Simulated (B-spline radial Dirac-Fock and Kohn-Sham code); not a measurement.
# Inner shells of Ge⁹⁺

What does theory give for the Ge⁹⁺ ion? The session works out its X-ray form factor and Compton profile, the binding energy of each subshell and how cheaper methods do for the levels.

The numbers are computed with B-spline radial Dirac-Fock and Kohn-Sham code (version 2): a free atom or ion on a radial basis; each step names its model.

### Step 1. The atom as given

Ge⁹⁺ in the configuration [Ar] 3d5.

```yaml
nuclear_charge: 32
electrons: 23
mass_number: 74
nuclear_rms_radius: 4.0742 fm
```

Outer shells as boxes (Hund's rule, for the drawing alone; heavy ions are jj-coupled, and the calculation averages over the configuration):

```
[Ar] core
3d [↑ ][↑ ][↑ ][↑ ][↑ ]
```

### Step 2. Form factor and Compton profile

Model: Dirac-Fock average of configuration, finite nucleus; form factor of the spherical density, Waller-Hartree incoherent function, impulse-approximation Compton profiles.

Recorded inputs:

```ini
task = scatter
Z = 32
charge = 9
configuration = 1s2 2s2 2p6 3s2 3p6 3d5
mass_number = 74
rms_radius = 4.0742  # fm
s = [0.0, 0.05, 0.1, 0.15, 0.2, 0.25, 0.3, 0.35, 0.4, 0.45, 0.5, 0.6, 0.7, 0.8, 0.9, 1.0, 1.1, 1.2, 1.4, 1.6, 1.8, 2.0, 2.5, 3.0, 3.5, 4.0, 5.0, 6.0]  # 1/A
pz = [0, 0.1, 0.2, 0.3, 0.4, 0.5, 0.6, 0.8, 1.0, 1.2, 1.4, 1.6, 1.8, 2.0, 2.5, 3.0, 4.0, 5.0, 7.0, 10.0, 15.0, 20.0, 30.0, 40.0, 60.0, 100.0]  # a.u.
photon_energy = [1000, 2000, 10000, 17479.3, 30000, 50000, 200000, 1000000]  # eV
```

From the run's result record (rounded, not every field):

```text
{
  "status": "converged",
  "form_factor [e]": [23.0, 22.895, 22.586, 22.085, 21.413, 20.597, 19.668, 18.658, 17.599, 16.523, 15.455, 13.434, 11.66, 10.188, 9.0171, 8.1111, 7.4187, 6.886, 6.1171, 5.535, 5.0097, 4.5007, 3.3345, 2.4573, 1.8912, 1.5512, 1.2123, 1.0287],
  "incoherent": [8.6615e-12, 0.10037, 0.39528, 0.86704, 1.4888, 2.2282, 3.0506, 3.923, 4.8162, 5.7064, 6.5755, 8.2052, 9.6561, 10.922, 12.018, 12.963, 13.78, 14.491, 15.668, 16.62, 17.423, 18.114, 19.444, 20.322, 20.899, 21.298, 21.835, 22.201],
  "compton_total [1/a.u.]": [2.4681, 2.4667, 2.4625, 2.4554, 2.4456, 2.433, 2.4175, 2.378, 2.3272, 2.2653, 2.1928, 2.1107, 2.0203, 1.9231, 1.6634, 1.4042, 0.97279, 0.6905, 0.40364, 0.21406, 0.085094, 0.039666, 0.011718, 0.0042166, 0.00076943, 6.6165e-05],
  "shells": ["1s1/2", "2s1/2", "2p1/2", "2p3/2", "3s1/2", "3p1/2", "3p3/2", "3d3/2", "3d5/2"],
  "occupation": [2.0, 2.0, 2.0, 4.0, 2.0, 2.0, 4.0, 2.0, 3.0],
  "mean_momentum [a.u.]": [27.618, 9.4105, 12.665, 12.42, 4.2534, 5.0295, 4.9643, 5.722, 5.6988],
  "r2 [bohr^2]": 5.701,
  "r_inverse [1/bohr]": 150.09,
  "r1 [bohr]": 9.3187,
  "coherent [b]": [347.78, 335.88, 160.13, 84.057, 41.209, 18.41, 1.5892, 0.068491],
  "incoherent_cross_section [b]": [0.08603, 0.33286, 4.3712, 6.977, 9.0543, 10.207, 8.9905, 4.8396],
  "radial_jk": {
    "3d": {"j0": [1.0, 0.99244, 0.97014, 0.93421, 0.88636, 0.82879, 0.76395, 0.69439, 0.62258, 0.55075, 0.48079, 0.35219, 0.24429, 0.15931, 0.095884, 0.050777, 0.020178, 0.00047045, -0.017872, -0.021288, -0.018858, -0.01483, -0.0064831, -0.002436, -0.00082534, -0.00023405, 3.1516e-05, 3.9434e-05], "j2": [0.0, 0.0030183, 0.011857, 0.02589, 0.044152, 0.065441, 0.088436, 0.11182, 0.13437, 0.15507, 0.17313, 0.19943, 0.21179, 0.21159, 0.20173, 0.18547, 0.16576, 0.14488, 0.10534, 0.073145, 0.049241, 0.032425, 0.010627, 0.0031279, 0.00071994, 9.3909e-06, -0.00016816, -0.00010119], "j4": [0.0, 4.0615e-06, 6.3779e-05, 0.00031302, 0.00094763, 0.0021905, 0.0042532, 0.0073004, 0.011425, 0.016632, 0.022843, 0.037592, 0.053869, 0.069659, 0.083292, 0.093727, 0.10056, 0.10391, 0.10202, 0.092621, 0.079887, 0.066601, 0.038901, 0.021602, 0.011906, 0.0066437, 0.0022119, 0.00081225], "r2": 0.41202, "r4": 0.31602, "r6": 0.39422}
  }
}
```

Form factor and incoherent function, every second point:

| s (1/Å) | f (e) | f / N | S(s) |
| --- | --- | --- | --- |
| 0 | 23.00 | 1.000 | 0 |
| 0.100 | 22.59 | 0.982 | 0.3953 |
| 0.200 | 21.41 | 0.931 | 1.489 |
| 0.300 | 19.67 | 0.855 | 3.051 |
| 0.400 | 17.60 | 0.765 | 4.816 |
| 0.500 | 15.46 | 0.672 | 6.575 |
| 0.700 | 11.66 | 0.507 | 9.656 |
| 0.900 | 9.017 | 0.392 | 12.02 |
| 1.10 | 7.419 | 0.323 | 13.78 |
| 1.40 | 6.117 | 0.266 | 15.67 |
| 1.80 | 5.010 | 0.218 | 17.42 |
| 2.50 | 3.334 | 0.145 | 19.44 |
| 3.50 | 1.891 | 0.082 | 20.90 |
| 5.00 | 1.212 | 0.053 | 21.83 |

### Step 3. Hole states by ΔSCF

Model: Dirac-Fock average of configuration, Delta-SCF, finite nucleus, first-order Breit with its frequency dependence, self-energy and vacuum polarisation.

The run's settings:

```ini
task = binding
```

From the run's result record (rounded, not every field):

```text
{
  "status": "converged",
  "shells": ["K", "L1", "L2", "L3", "M1", "M2", "M3", "M4,5"],
  "total_energy_parts [Ha]": [-2066.65459, 1.04575382, -0.097331371, -0.00384653957, 0.702271794, -0.0665138286],
  "koopmans [eV]": [11411.2, 1683.0, 1516.23, 1484.0, 404.283, 344.998, 339.793, 249.364],
  "dirac_coulomb [eV]": [11372.7, 1668.65, 1499.89, 1468.0, 402.064, 342.702, 337.578, 246.894],
  "gaunt [eV]": [-16.3251, -1.19416, -2.18507, -1.53681, -0.163881, -0.302842, -0.196237, -0.0195494],
  "retardation [eV]": [1.05657, 0.0469463, 0.230342, 0.230484, 0.00779025, 0.0361975, 0.0362049, 0.00479271],
  "breit_frequency [eV]": [0.0458013, -0.00594379, -0.00106008, 0.0197063, -0.00116235, -0.000625064, 0.00296196, -0.000587026],
  "self_energy [eV]": [-8.05068, -0.855425, 0.10086, 0.028594, -0.150912, 0.0162545, 0.00464971, 0.0115185],
  "vacuum_polarisation [eV]": [0.778651, 0.077137, -0.00594282, -0.0065347, 0.0132465, -0.00105344, -0.00116511, -0.000908892],
  "binding [eV]": [11350.2, 1666.72, 1498.03, 1466.74, 401.769, 342.45, 337.425, 246.889],
  "mean_radius [bohr]": [0.0469843, 0.208676, 0.180806, 0.184313, 0.590117, 0.593294, 0.600871, 0.588592]
}
```

total_energy_parts: Dirac-Coulomb, Gaunt, retardation, frequency dependence, self-energy, vacuum polarisation. 

The binding energies by parts, in eV; the parts add up.

| level | -ε | relaxation | Breit | QED | binding |
| --- | --- | --- | --- | --- | --- |
| K | 11411.2 | -38.51 | -15.22 | -7.27 | 11350.2 |
| L1 | 1683.0 | -14.35 | -1.15 | -0.78 | 1666.7 |
| L2 | 1516.2 | -16.33 | -1.96 | 0.09 | 1498.0 |
| L3 | 1484.0 | -16.00 | -1.29 | 0.02 | 1466.7 |
| M1 | 404.3 | -2.22 | -0.16 | -0.14 | 401.8 |
| M2 | 345.0 | -2.30 | -0.27 | 0.02 | 342.4 |
| M3 | 339.8 | -2.22 | -0.16 | 0.00 | 337.4 |
| M4,5 | 249.4 | -2.47 | -0.02 | 0.01 | 246.9 |

X-ray lines as differences of these levels:

| line | energy (eV) |
| --- | --- |
| Kβ1 (K-M3) | 11012.8 |
| Kβ3 (K-M2) | 11007.8 |
| Kα1 (K-L3) | 9883.5 |
| Kα2 (K-L2) | 9852.2 |
| Lβ3 (L1-M3) | 1329.3 |
| Lβ4 (L1-M2) | 1324.3 |
| Lη (L2-M1) | 1096.3 |
| Lℓ (L3-M1) | 1065.0 |

### Step 4. The levels by Dirac LDA

Model: Dirac-Kohn-Sham LDA (Slater exchange, VWN correlation), finite nucleus, spherical and without spin polarisation.

The run's settings:

```ini
task = binding-ladder
method = lda,vwn
relativity = dirac
```

From the run's result record (rounded, not every field):

```text
{
  "status": "converged",
  "shells": ["K", "L1", "L2", "L3", "M1", "M2", "M3", "M4,5"],
  "minus_eigenvalue [eV]": [11162.3, 1596.71, 1446.76, 1414.95, 371.665, 321.459, 316.421, 230.778],
  "delta_scf [eV]": [11370.1, 1638.57, 1496.02, 1463.22, 389.371, 339.164, 333.946, 248.749],
  "total_energy [Ha]": -2064.50888,
  "dirac_fock_binding [eV]": [11350.2, 1666.72, 1498.03, 1466.74, 401.769, 342.45, 337.425, 246.889]
}
```

Against the Dirac-Fock value with Breit and QED (eV):

| level | -ε | miss | ΔSCF | miss | Dirac-Fock |
| --- | --- | --- | --- | --- | --- |
| K | 11162.3 | -187.9 | 11370.1 | +19.9 | 11350.2 |
| L1 | 1596.7 | -70.0 | 1638.6 | -28.1 | 1666.7 |
| L2 | 1446.8 | -51.3 | 1496.0 | -2.0 | 1498.0 |
| L3 | 1415.0 | -51.8 | 1463.2 | -3.5 | 1466.7 |
| M1 | 371.7 | -30.1 | 389.4 | -12.4 | 401.8 |
| M2 | 321.5 | -21.0 | 339.2 | -3.3 | 342.4 |
| M3 | 316.4 | -21.0 | 333.9 | -3.5 | 337.4 |
| M4,5 | 230.8 | -16.1 | 248.7 | +1.9 | 246.9 |

### Step 5. The levels by non-relativistic HF

Model: non-relativistic Hartree-Fock, average of configuration, point nucleus.

Settings, as recorded:

```ini
task = binding-ladder
method = hf
relativity = nr
```

From the run's result record (rounded, not every field):

```text
{
  "status": "converged",
  "shells": ["1s", "2s", "2p", "3s", "3p", "3d"],
  "minus_eigenvalue [eV]": [11253.2, 1647.62, 1486.62, 397.516, 339.766, 250.362],
  "delta_scf [eV]": [11215.7, 1633.61, 1470.74, 395.379, 337.566, 247.879],
  "total_energy [Ha]": -2044.41903
}
```

Beside the Dirac-Fock ΔSCF result with Breit and QED, in eV:

| level | -ε | miss | ΔSCF | miss | Dirac-Fock |
| --- | --- | --- | --- | --- | --- |
| 1s | 11253.2 | -97.1 | 11215.7 | -134.5 | 11350.2 |
| 2s | 1647.6 | -19.1 | 1633.6 | -33.1 | 1666.7 |
| 2p | 1486.6 | +9.4 | 1470.7 | -6.4 | 1477.2 |
| 3s | 397.5 | -4.3 | 395.4 | -6.4 | 401.8 |
| 3p | 339.8 | +0.7 | 337.6 | -1.5 | 339.1 |
| 3d | 250.4 | +3.5 | 247.9 | +1.0 | 246.9 |

Spin-orbit partners are averaged with weights 2j + 1.

### Step 6. Methods side by side

| method | level | eigenvalue miss (%) | ΔSCF miss (%) | time |
| --- | --- | --- | --- | --- |
| Dirac LDA | K | -1.66 | +0.18 | 1.5 s |
| non-relativistic HF | 1s | -0.86 | -1.19 | 0.16 s |
| Dirac-Fock + Breit + QED | all | - | reference | 2.2 s |

Times cover the ground state and all hole states of a step, on one thread of a shared host; states solved in an earlier step are reused, and a first call can include compiling.

### Step 7. What came out

```
                                  quantity                 value
          rms radius of the electron cloud            0.498 bohr
                     form factor halves at              0.71 1/Å
                   Compton profile at zero          2.468 1/a.u.
              deepest level listed, K (1s)            11350.2 eV
                    least bound, M4,5 (3d)              246.9 eV
                                       Kα1             9883.5 eV
     ionisation energy, NIST (theoretical)            252.100 eV
           Dirac LDA, K: eigenvalue / ΔSCF  11162.3 / 11370.1 eV
non-relativistic HF, 1s: eigenvalue / ΔSCF  11253.2 / 11215.7 eV
```

**Reading.** f falls from 23 to half of that at s = 0.71 1/Å. Incoherent scattering outweighs coherent from 200 keV on, among the energies asked. For K (1s), relaxation takes off 38.5 eV, Breit terms shift it by -15.22 and QED by -7.27 eV. NIST's ionisation energy differs by +5.21 eV from the least binding energy; the calculation averages open shells over their j components and terms. Dirac LDA misses the K level by -1.7 % with its eigenvalue and by +0.2 % with ΔSCF, so total-energy differences mend most of the error. Non-relativistic HF misses the 1s level by -0.9 % with its eigenvalue and by -1.2 % with ΔSCF, as relativity is missing. The Hartree-Fock and Dirac-Fock values hold no electron correlation.
